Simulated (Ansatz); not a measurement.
# Bi2Se3: the cost of one run

Computed with Ansatz 0.2.0 (DFT PBE, scalar-relativistic, plane waves, PAW, unless a step's input says otherwise).

## 1. Starting point

Symmetry: R-3m, No. 166, trigonal system. The conventional cell has a = 4.143 Å, b = 4.143 Å, c = 28.636 Å, α = 90.00°, β = 90.00°, γ = 120.00°. Bi (site symmetry 3m) has 6 Se at 2.85 to 3.07 Å as nearest neighbours. Around Se (site symmetry -3m) lie 6 Bi at 3.07 Å. Se (site symmetry 3m) is surrounded by 3 Bi at 2.85 Å.

As a file:

```xyz
5
Lattice="2.0715 1.1960 9.5453 -2.0715 1.1960 9.5453 0.0000 -2.3920 9.5453" Properties=species:S:1:pos:R:3 pbc="T T T"
Bi    0.0000    0.0000   11.4773
Bi    0.0000    0.0000   17.1587
Se    0.0000    0.0000    0.0000
Se    0.0000    0.0000    6.0622
Se    0.0000    0.0000   22.5738
```

The start is a polymorph listed in a database, not an invented cell.

## 2. Probe: one point on a coarse mesh

The input, input.yaml:

```yaml
crystal:
  lattice:
    - [2.07149932, 1.19598069, 9.54533005]
    - [-2.07149932, 1.19598069, 9.54533005]
    - [0.0, -2.39196138, 9.54533005]
  atoms:
    - { symbol: Bi, position: [0.40079999, 0.40079999, 0.40079999] }
    - { symbol: Bi, position: [0.59920001, 0.59920001, 0.59920001] }
    - { symbol: Se, position: [0.0, 0.0, 0.0] }
    - { symbol: Se, position: [0.21170001, 0.21170001, 0.21170001] }
    - { symbol: Se, position: [0.78829999, 0.78829999, 0.78829999] }
basis:
  ecutwfc: 420
kpoints:
  mp_grid: { grid: [6, 6, 6] }
hamiltonian:
  xc: pbe
scf:
  occupations: { method: gaussian, width: 0.1 }
  lower_state_search: "off"
output:
  forces: true
  stress: true
  eigenvalues: true
```

Launch:

```bash
$ ansatz run input.yaml --threads 1 --pin off --max-ram 2560MiB --backend cpu --events-out ev --progress --plain --runs-dir out
```

**Question.** How long does this run take on 1 thread of Intel Xeon Platinum 8488C (Sapphire Rapids), shared host, and how much memory does it need?

About 12 s, with a peak of 0.5 GiB.
